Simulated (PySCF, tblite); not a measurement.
# C₃H₁₁Si₃ radical: geometry, infrared bands and EPR parameters

Aim: predict the infrared bands and EPR parameters of C₃H₁₁Si₃ radical (`[SiH3]/C=[C]\[SiH2]C[SiH3]`).

Computed with tblite 0.8.0 and PySCF 2.14.0, with density-fitted response routines of our own, on a single molecule in the gas phase. Atoms count from 0, in the outputs and in this text.

### 1 The starting structure

17 atoms, charge 0, multiplicity 2; geometry from: force field or distance geometry start.

Bonds of the start (Å): Si0–C1 1.87, C1–C2 1.31, C2–Si3 1.84, Si3–C4 1.87, C4–Si5 1.85, Si0–H6 1.44, Si0–H7 1.48, Si0–H8 1.48, C1–H9 1.07, Si3–H10 1.46, Si3–H11 1.50, C4–H12 1.12, C4–H13 1.10, Si5–H14 1.49, Si5–H15 1.47, Si5–H16 1.46.

### 2 Optimising the geometry with GFN2-xTB

The job: settings as JSON, then the geometry in Å.

```
{"job": {"kind": "relax", "xc": "GFN2-xTB", "basis": "xTB"}, "charge": 0, "multiplicity": 2}
Si     3.199000     0.409300     1.009600
C      1.529600     0.126700     0.209500
C      1.027900    -1.082400     0.291800
Si    -0.602700    -1.476600    -0.460000
C     -2.044300    -0.678000     0.424900
Si    -2.096400     1.159700     0.189600
H      3.726900    -0.897600     1.326200
H      2.950500     1.196400     2.234000
H      4.084000     1.190500     0.119800
H      1.078900     0.976700    -0.257700
H     -0.598700    -1.078800    -1.867700
H     -0.869300    -2.953800    -0.462300
H     -2.953600    -1.075100    -0.086800
H     -2.018900    -0.898200     1.506600
H     -1.779700     1.901700     1.445100
H     -3.478700     1.518900    -0.172400
H     -1.161700     1.672400    -0.810500
```

The run is started by

```bash
> OMP_NUM_THREADS=1 python probes_run.py task.json out
```

The driver reads the jobs from task.json and runs them one after another.

What it wrote:

```text
step      E/eV     max force
  0    -464.53867    1.836
  1    -464.64783    1.043
  2    -464.70652    0.816
  3    -464.73947    0.703
  4    -464.79477    0.468
  5    -464.80572    0.411
  6    -464.82189    0.319
  7    -464.83578    0.417
  8    -464.85886    0.403
  9    -464.87649    0.382
 10    -464.88997    0.260
 11    -464.89914    0.262
 12    -464.90724    0.269
 13    -464.91553    0.195
 14    -464.92189    0.182
 15    -464.92680    0.151
 16    -464.93218    0.229
 17    -464.93794    0.220
 18    -464.94179    0.129
 19    -464.94379    0.106
 20    -464.94530    0.106
 21    -464.94737    0.133
 22    -464.95009    0.137
 23    -464.95300    0.111
 24    -464.95535    0.099
 25    -464.95711    0.106
 26    -464.95872    0.114
 27    -464.96056    0.101
 28    -464.96295    0.130
 29    -464.96603    0.142
 30    -464.96926    0.173
 31    -464.97190    0.167
 32    -464.97395    0.126
 33    -464.97551    0.098
 34    -464.97699    0.101
 35    -464.97901    0.136
 36    -464.98149    0.154
 37    -464.98384    0.128
 38    -464.98569    0.082
 39    -464.98712    0.097
 40    -464.98856    0.131
 41    -464.99027    0.165
 42    -464.99186    0.126
 43    -464.99321    0.085
 44    -464.99414    0.063
 45    -464.99499    0.082
 46    -464.99672    0.123
 47    -464.99933    0.141
 48    -465.00197    0.140
 49    -465.00396    0.084
 50    -465.00532    0.091
 51    -465.00673    0.107
 52    -465.00927    0.169
 53    -465.01439    0.253
 54    -465.02353    0.306
 55    -465.03045    0.376
 56    -465.03684    0.167
 57    -465.04201    0.227
 58    -465.04720    0.184
 59    -465.05351    0.194
 60    -465.06668    0.219
 61    -465.07106    0.251
 62    -465.07386    0.199
 63    -465.07770    0.187
 64    -465.08070    0.162
 65    -465.08542    0.137
 66    -465.09028    0.169
 67    -465.09588    0.181
 68    -465.09922    0.146
 69    -465.10084    0.083
 70    -465.10189    0.080
 71    -465.10314    0.074
 72    -465.10457    0.093
 73    -465.10579    0.089
 74    -465.10665    0.090
 75    -465.10724    0.067
 76    -465.10772    0.073
 77    -465.10808    0.044
 78    -465.10827    0.028
 79    -465.10843    0.033
 80    -465.10862    0.043
 81    -465.10889    0.053
 82    -465.10921    0.059
 83    -465.10949    0.038
 84    -465.10971    0.033
 85    -465.10992    0.038
 86    -465.11017    0.044
 87    -465.11045    0.055
 88    -465.11078    0.049
 89    -465.11115    0.038
 90    -465.11150    0.042
 91    -465.11176    0.040
 92    -465.11197    0.030
 93    -465.11218    0.030
 94    -465.11247    0.039
 95    -465.11281    0.050
 96    -465.11318    0.049
 97    -465.11352    0.049
 98    -465.11383    0.038
 99    -465.11409    0.030
100    -465.11427    0.030
101    -465.11440    0.026
102    -465.11455    0.027
103    -465.11475    0.029
104    -465.11498    0.031
105    -465.11518    0.031
106    -465.11534    0.031
107    -465.11550    0.036
108    -465.11569    0.031
109    -465.11587    0.032
110    -465.11602    0.030
111    -465.11616    0.026
112    -465.11637    0.038
113    -465.11669    0.055
114    -465.11711    0.060
115    -465.11751    0.051
116    -465.11776    0.028
117    -465.11790    0.021
118    -465.11801    0.026
119    -465.11813    0.031
120    -465.11830    0.040
121    -465.11858    0.044
122    -465.11899    0.052
123    -465.11942    0.050
124    -465.11974    0.034
125    -465.11990    0.031
126    -465.12003    0.028
127    -465.12025    0.033
128    -465.12071    0.055
129    -465.12152    0.082
130    -465.12296    0.128
131    -465.12493    0.134
132    -465.12697    0.108
133    -465.12400    0.222
134    -465.12826    0.070
135    -465.12875    0.080
136    -465.12948    0.072
137    -465.13058    0.060
138    -465.13160    0.061
139    -465.13254    0.059
140    -465.13320    0.046
141    -465.13379    0.071
142    -465.13443    0.076
143    -465.13503    0.054
144    -465.13551    0.046
145    -465.13597    0.051
146    -465.13632    0.038
147    -465.13646    0.022
148    -465.13652    0.029
149    -465.13658    0.021
150    -465.13669    0.024
151    -465.13678    0.024
152    -465.13689    0.031
153    -465.13700    0.027
154    -465.13711    0.025
155    -465.13718    0.016
156    -465.13722    0.014
157    -465.13725    0.012
158    -465.13728    0.013
159    -465.13732    0.013
160    -465.13738    0.017
161    -465.13742    0.017
162    -465.13746    0.012
163    -465.13747    0.007
```

Run time: 4.1 s. Hardware: 1 thread of Intel Xeon at 2.50GHz, shared host; peak memory 0.18 GiB.

Step by step: (not every step is listed)

```tsv
step	energy from step 0 (eV)	largest force (eV/Å)
0	0.0000	1.8360
1	-0.1092	1.0427
2	-0.1678	0.8163
3	-0.2008	0.7027
4	-0.2561	0.4676
5	-0.2670	0.4112
6	-0.2832	0.3188
7	-0.2971	0.4173
8	-0.3202	0.4028
23	-0.4143	0.1107
38	-0.4470	0.0817
53	-0.4757	0.2533
68	-0.5605	0.1464
83	-0.5708	0.0384
98	-0.5752	0.0384
113	-0.5780	0.0549
128	-0.5820	0.0550
143	-0.5964	0.0537
158	-0.5986	0.0132
159	-0.5986	0.0127
160	-0.5987	0.0175
161	-0.5987	0.0173
162	-0.5988	0.0121
163	-0.5988	0.0073
```

Distances of close pairs at the start and the end, largest changes first:

```tsv
bond	before (Å)	after (Å)	change (Å)
Si0–C1	1.873	1.916	+0.044
C4–Si5	1.853	1.894	+0.041
Si3–C4	1.871	1.905	+0.034
Si5–H14	1.492	1.465	-0.028
C4–H12	1.116	1.091	-0.026
C1–C2	1.312	1.288	-0.023
Si3–H11	1.501	1.479	-0.022
C1–H9	1.070	1.087	+0.017
```

The end geometry stands in the next job.

### 3 Harmonic vibrations with GFN2-xTB

The job: settings as JSON, then the geometry in Å.

```
{"job": {"kind": "ir", "xc": "GFN2-xTB", "basis": "xTB"}, "charge": 0, "multiplicity": 2}
Si     3.092528    -0.053137     1.256010
C      1.905678     0.776204     0.000457
C      0.835231     0.255545    -0.492712
Si    -0.366721    -1.121267    -0.631130
C     -1.876263    -0.656773     0.433585
Si    -2.626631     1.049347     0.096407
H      2.596145    -1.383224     1.593279
H      3.147566     0.807743     2.440303
H      4.414381    -0.122144     0.628306
H      2.229251     1.778634    -0.266843
H     -0.746346    -1.239134    -2.046621
H      0.129466    -2.439972    -0.179843
H     -2.643090    -1.417172     0.281231
H     -1.598426    -0.717063     1.486894
H     -1.673081     2.098835     0.462909
H     -3.846492     1.221788     0.896521
H     -2.980196     1.173822    -1.319202
```

What it wrote:

```text
mode    cm-1     km/mol
  1      13.6      0.12
  2      37.7      0.08
  3      49.7      0.10
  4      83.0      0.40
  5      95.3      0.16
  6     125.9      0.16
  7     187.1      0.20
  8     301.1      8.94
  9     323.8      7.04
 10     461.3     73.26
 11     485.3     18.45
 12     493.0     17.66
 13     499.8     17.99
 14     513.7     46.00
 15     541.5     47.77
 16     616.4     20.02
 17     641.0     42.32
 18     683.4      5.90
 19     708.7    107.95
 20     719.4    151.39
 21     748.3    697.41
 22     769.3     20.21
 23     776.8    139.70
 24     782.1    205.26
 25     792.4    324.27
 26     798.2    184.56
 27     808.0    518.11
 28     817.3    214.19
 29     831.0     86.79
 30    1029.7      2.71
 31    1099.0     43.43
 32    1142.2     67.91
 33    1464.5      0.34
 34    1779.6      3.49
 35    2095.7    330.19
 36    2192.3    235.77
 37    2212.2    446.56
 38    2247.8    238.07
 39    2250.7    453.02
 40    2252.7    356.91
 41    2255.9    181.33
 42    2304.2    261.88
 43    2934.1     29.76
 44    2963.9     59.94
 45    2976.4     27.44
```

Run time: 2.2 s. Hardware: 1 thread of Intel Xeon at 2.50GHz, shared host; peak memory 0.18 GiB.

The strongest bands and the atoms that carry them (share of the mass-weighted mode):

```tsv
cm⁻¹	km/mol	atoms
748	697.4	H6 16 %, H7 15 %, H8 14 %, Si3 12 %
792	324.3	H14 36 %, H16 30 %
808	518.1	H15 26 %, H14 19 %, Si5 14 %, H16 13 %
2096	330.2	H11 94 %
2212	446.6	H15 94 %
2251	453.0	H14 41 %, H7 35 %, H8 19 %
2253	356.9	H16 83 %
2304	261.9	H6 97 %
```

### 4 g tensor and hyperfine couplings: B3LYP/pcH-1

The job, as its differences from that of step 3:

```diff
@@ -1,2 +1,2 @@
-{"job": {"kind": "ir", "xc": "GFN2-xTB", "basis": "xTB"}, "charge": 0, "multiplicity": 2}
+{"job": {"kind": "epr", "basis": "pcH-1"}, "charge": 0, "multiplicity": 2}
 Si     3.092528    -0.053137     1.256010
```

Level: UKS B3LYP, pcH-1 on C H Si, non-relativistic, mean-field spin-orbit, GIAO.

What it wrote:

```text
UKS, coarse grid
  cycle   1  E = -989.32217504  |g| = 3.71e-01
  cycle   2  E = -989.28844127  |g| = 4.26e-01
  cycle   3  E = -989.38219721  |g| = 5.71e-02
  cycle   4  E = -989.38366587  |g| = 3.13e-02
  cycle   5  E = -989.38411232  |g| = 1.32e-02
  cycle   6  E = -989.38422258  |g| = 3.09e-03
  cycle   7  E = -989.38423462  |g| = 1.95e-03
  cycle   8  E = -989.38424155  |g| = 8.33e-04
UKS, final grid
  cycle   1  E = -989.38426016  |g| = 8.58e-04
  cycle   2  E = -989.38426029  |g| = 1.12e-03
  cycle   3  E = -989.38426106  |g| = 2.17e-04
  cycle   4  E = -989.38426119  |g| = 2.15e-04
  cycle   5  E = -989.38426126  |g| = 9.76e-05
  cycle   6  E = -989.38426127  |g| = 1.15e-05
E = -989.38426127 Eh   <S^2> = 0.7574 (exact 0.7500)
g shifts (ppm)      1          2          3
  rmc          -141       -141       -141
  gc             24         -1          6
  oz_so        -798        -55        567
  total        -915       -197        433
hyperfine (MHz)  atom isotope    a_iso     a_fc   dipolar eigenvalues
    0  29Si    -143.45    -143.63    -27.63     13.65     13.98
    1   13C     -46.23     -46.22    -15.21      2.41     12.80
    2   13C     145.67     145.82    -73.23    -57.77    131.00
    3  29Si     -10.86     -10.85     -8.58      1.76      6.83
    4   13C       0.17       0.17     -0.62     -0.39      1.00
    5  29Si      -0.83      -0.83     -0.49      0.15      0.34
    6    1H      -3.30      -3.30     -3.05     -1.24      4.29
    7    1H       4.01       4.01     -2.09     -1.07      3.17
    8    1H       6.04       6.03     -2.10     -1.04      3.15
    9    1H     179.03     179.04     -5.58     -4.36      9.95
   10    1H      20.27      20.27     -3.79     -2.35      6.14
   11    1H      90.27      90.26     -3.39     -1.18      4.57
   12    1H      -0.86      -0.86     -1.33     -0.88      2.21
   13    1H       0.57       0.57     -1.93     -1.59      3.53
   14    1H       4.03       4.03     -2.22     -2.01      4.24
   15    1H       2.87       2.87     -0.62     -0.59      1.21
   16    1H       0.39       0.39     -1.23     -1.19      2.42
```

It took 3.6 min on 1 thread of Intel Xeon at 2.50GHz, shared host; peak memory 0.97 GiB.

Principal g values 2.00140, 2.00212, 2.00275; g(iso) = 2.00209, against 2.00232 for a free electron.

Hyperfine couplings; where a row names several nuclei, a(iso) is their mean (it holds for fast rotation or exchange) and the dipolar term the largest among them:

```tsv
nuclei	isotope	a(iso) (MHz)	a(iso) (G, at g = 2.0023)	largest dipolar term (MHz)
H9	1H	179.0	63.9	9.9
C2	13C	145.7	52.0	131.0
Si0	29Si	-143.5	-51.2	-27.6
H10, H11	1H	55.3	19.7	6.1
C1	13C	-46.2	-16.5	-15.2
Si3	29Si	-10.9	-3.9	-8.6
H14, H15, H16	1H	2.4	0.9	4.2
H6, H7, H8	1H	2.2	0.8	4.3
Si5	29Si	-0.8	-0.3	-0.5
C4	13C	0.2	0.1	1.0
H12, H13	1H	-0.1	-0.1	3.5
```

Mulliken spin populations:

Si0 0.10; C1 -0.15; C2 0.90; Si3 0.00; C4 0.00; Si5 0.00; H6 0.00; H7 0.00; H8 0.01; H9 0.08; H10 0.01; H11 0.05; H12 0.00; H13 0.00; H14 0.00; H15 0.00; H16 0.00

In first order the couplings over 0.8 MHz of 1H give 96 distinct lines over 108.3 G, if the averaged nuclei exchange fast.

Orbitals, density, ELF and potential are computed afterwards from the orbital file.

ELF in a plane through or near 3 of the atoms.

Ten even steps from '0' (0.00) to '9' (1.00):
```
0000000000000000000000000000
0000000000000000000000000000
0000000000000000000000000000
0000000000000001452000000000
0000000000000007997200000000
0000000001310008999300000000
0000000005731004998321000000
0001221026755410581155100000
0006885267178640120177200000
0039999479386660032376100000
0049999647465872444221000000
0019998311037711462100000000
0004772100014178141100000000
0000000000015610110000000000
0000000000049995100000000000
0000000000079995100000000000
0000000000059982000000000000
0000000000002420000000000000
0000000000000000000000000000
0000000000000000000000000000
```
The map spans 14.0 Å across and 10.2 Å up, centred on the molecule. Atoms in the plane (x, y in Å): C1 (-1.8, 0.7), C2 (-0.7, 0.1), Si3 (0.5, -1.3).

log10 of the density (e/Å³) in the same plane.

Values, 10 rows by 14 columns:
```
-4.0 -4.0 -4.0 -4.0 -4.0 -4.0 -4.0 -4.0 -4.0 -4.0 -4.0 -4.0 -4.0 -4.0
-4.0 -4.0 -4.0 -4.0 -4.0 -4.0 -4.0 -3.9 -3.2 -3.1 -3.7 -4.0 -4.0 -4.0
-4.0 -4.0 -4.0 -3.3 -2.7 -2.3 -2.8 -2.7 -1.6 -1.5 -2.3 -2.9 -3.8 -4.0
-4.0 -3.6 -2.7 -2.2 -1.4 -0.8 -1.5 -1.9 -0.8 -0.5 -1.0 -1.9 -3.0 -4.0
-4.0 -2.7 -1.5 -0.9 -0.5  0.5 -0.2 -1.0 -1.2 -0.2 -0.2 -1.4 -2.8 -4.0
-3.9 -2.4 -0.7 -0.2 -0.6 -0.4  0.0 -0.3 -0.7 -0.7 -1.1 -2.1 -3.2 -4.0
-4.0 -3.0 -1.9 -1.5 -1.6 -1.7 -0.8  1.2 -0.3 -1.1 -2.0 -3.1 -4.0 -4.0
-4.0 -4.0 -3.5 -3.0 -2.8 -2.3 -0.9 -0.3 -1.1 -2.0 -2.8 -4.0 -4.0 -4.0
-4.0 -4.0 -4.0 -4.0 -3.9 -2.9 -1.8 -1.5 -2.2 -3.2 -4.0 -4.0 -4.0 -4.0
-4.0 -4.0 -4.0 -4.0 -4.0 -3.9 -3.1 -3.0 -3.4 -4.0 -4.0 -4.0 -4.0 -4.0
```
The map spans 14.0 Å across and 10.2 Å up, centred on the molecule. Atoms in the plane (x, y in Å): C1 (-1.8, 0.7), C2 (-0.7, 0.1), Si3 (0.5, -1.3).

On the surface of density 0.002 e/bohr³ the electrostatic potential runs, from the 1st to the 99th percentile, from -0.50 V near C2 to 1.15 V near H9.

The spin density lies nearest to C2 67 %; C1 8 % (both signs); H9 7 %.

### 5 Outcome

| quantity | value |
| --- | --- |
| strongest single infrared mode (GFN2-xTB) | 748 cm⁻¹, 697 km/mol |
| zero-point energy (GFN2-xTB) | 68.5 kcal/mol |
| g(iso) (B3LYP) | 2.00209 |
| ⟨S²⟩ | 0.757 (exact 0.75) |
| largest a(iso) (averaged by class) | 1H on H9, 179.0 MHz |
| surface potential, 1st and 99th percentile | -0.50 V and 1.15 V |

What this shows: Relaxing lowered the energy by 0.599 eV in 163 steps; the close pair that moved most is Si0–C1, from 1.873 to 1.916 Å. All 45 modes are real, so the xTB geometry is a minimum. The strongest single mode, at 748 cm⁻¹, has its largest shares on H6, H7, H8 and Si3 (the list is cut at 4 atoms). GFN2-xTB is a fitted tight-binding method: band positions and strengths are rough. Its intensities can rank the bands wrongly. C2 carries the largest spin population, 0.90 e. The isotropic g lies 0.2 ppt below the free-electron value.
